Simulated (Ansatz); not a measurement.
# GaP2: the cost of one run

Computed with Ansatz 0.2.0 (DFT PBE, scalar-relativistic, plane waves, PAW, unless a step's input says otherwise).

### 1 The structure to begin with

Symmetry: P4/mbm, No. 127, tetragonal system. Conventional cell: a = 6.156 Å, b = 6.156 Å, c = 2.257 Å, α = 90.00°, β = 90.00°, γ = 90.00°. Around Ga (site symmetry 4/m) lie 2 Ga at 2.26 Å and 4 P at 2.27 Å. P (site symmetry m2m) is surrounded by 2 P at 2.26 Å and 2 Ga at 2.27 Å.

As a file:

```
Ga P
1.0
     6.15616    0.00000    0.00000
     0.00000    6.15616    0.00000
     0.00000    0.00000    2.25737
Ga P
2 4
Cartesian
  0.0000 0.0000 0.0000
  3.0781 3.0781 0.0000
  1.0884 1.9897 0.0000
  1.9897 5.0678 0.0000
  5.0678 4.1665 0.0000
  4.1665 1.0884 0.0000
```

The cell is invented: 4-, 6-connected net, elements by coordination (P4/mbm, No. 127). Its size is a rough estimate.

### 2 A first look at the guess

Contents of input.yaml:

```yaml
crystal:
  lattice:
    - [6.15616071, 0.0, 0.0]
    - [0.0, 6.15616071, 0.0]
    - [0.0, 0.0, 2.25736868]
  atoms:
    - { symbol: Ga, position: [0.0, 0.0, 0.0] }
    - { symbol: Ga, position: [0.5, 0.5, 0.0] }
    - { symbol: P, position: [0.17679539, 0.32320461, 0.0] }
    - { symbol: P, position: [0.32320461, 0.82320461, 0.0] }
    - { symbol: P, position: [0.82320461, 0.67679539, 0.0] }
    - { symbol: P, position: [0.67679539, 0.17679539, 0.0] }
basis:
  ecutwfc: 420
kpoints:
  mp_grid: { grid: [4, 4, 8] }
hamiltonian:
  xc: pbe
scf:
  occupations: { method: gaussian, width: 0.1 }
  lower_state_search: "off"
output:
  forces: true
  stress: true
  eigenvalues: true
```

The run is started by

```sh
$ ansatz run input.yaml --threads 1 --pin off --max-ram 2560MiB --backend cpu --events-out ev --progress --plain --runs-dir out
```

Q: Estimate wall time and peak memory on 1 thread of Intel Xeon at 2.70GHz, shared host.

About 6.5 s, with a peak of 0.39 GiB.
